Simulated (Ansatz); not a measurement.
# CH7BFNO: the cost of one run

Program: Ansatz 0.2.0. Level of theory: RKS B3LYP/cc-pVDZ. These are calculated values, not measurements.

### 1 The structure to begin with

Bond lengths: B1–O2 1.760 Å, O2–H3 1.010 Å, B1–F4 1.320 Å, B1–H5 1.190 Å, B1–N6 1.850 Å, N6–H7 1.060 Å, N6–C8 1.470 Å, C8–H9 1.110 Å, C8–H10 1.110 Å, C8–H11 1.110 Å, O2–H12 1.140 Å, N6–H12 1.157 Å. Angles (14 of 22 angles, heavy atoms first): O2–B1–F4 120.0°, O2–B1–N6 71.6°, F4–B1–N6 96.8°, B1–N6–C8 120.0°, B1–O2–H3 109.5°, B1–O2–H12 79.4°, O2–B1–H5 120.0°, F4–B1–H5 120.0°, H5–B1–N6 101.3°, B1–N6–H7 120.0°, B1–N6–H12 75.1°, H7–N6–C8 120.0°, C8–N6–H12 152.8°, N6–C8–H9 109.5°.

Structure file:

```xyz
12

B     0.0000    0.0000    0.0000
O     0.0000    0.0000    1.7600
H    -0.9095   -0.2814    2.0971
F     1.1431    0.0000   -0.6600
H    -1.0305    0.0000   -0.5950
N     0.0829    1.7537    0.5833
H     0.4765    1.9752    1.5423
C    -0.3970    2.8399   -0.2830
H    -0.6674    2.4284   -1.2779
H    -1.2899    3.3132    0.1762
H     0.4035    3.5996   -0.4026
H     0.0529    1.1189    1.5507
```

### 2 A restrained relaxation towards end A

Springs on the bonds that form and break draw the guess towards this end; the thresholds are loose.

input.yaml

```yaml
crystal:
  periodic: [false, false, false]
  atoms:
    - { symbol: B, position_ang: [0.0, 0.0, 0.0] }
    - { symbol: O, position_ang: [0.0, 0.0, 1.76] }
    - { symbol: H, position_ang: [-0.9095, -0.2814, 2.0971] }
    - { symbol: F, position_ang: [1.1431, 0.0, -0.66] }
    - { symbol: H, position_ang: [-1.0305, 0.0, -0.595] }
    - { symbol: "N", position_ang: [0.0829, 1.7537, 0.5833] }
    - { symbol: H, position_ang: [0.4765, 1.9752, 1.5423] }
    - { symbol: C, position_ang: [-0.397, 2.8399, -0.283] }
    - { symbol: H, position_ang: [-0.6674, 2.4284, -1.2779] }
    - { symbol: H, position_ang: [-1.2899, 3.3132, 0.1762] }
    - { symbol: H, position_ang: [0.4035, 3.5996, -0.4026] }
    - { symbol: H, position_ang: [0.0529, 1.1189, 1.5507] }
basis:
  gaussian: { orbitals: cc-pVDZ }
hamiltonian:
  xc: b3lyp
relax:
  f_tol: 0.15
  max_steps: 25
  restrain:
    - { distance: [0, 5], at: 2.75, k: 30.0 }
    - { distance: [11, 1], at: 2.21, k: 30.0 }
    - { distance: [0, 1], at: 1.41, k: 30.0 }
    - { distance: [11, 5], at: 1.06, k: 30.0 }
```

Run with:

```bash
$ ansatz run input.yaml --threads 2 --pin off --max-ram 3072MiB --backend cpu --events-out ev --progress --plain --runs-dir out
```

What time and memory should one allow on 2 threads of Arm Neoverse V2, shared host?

About 72 s, with a peak of 0.21 GiB.
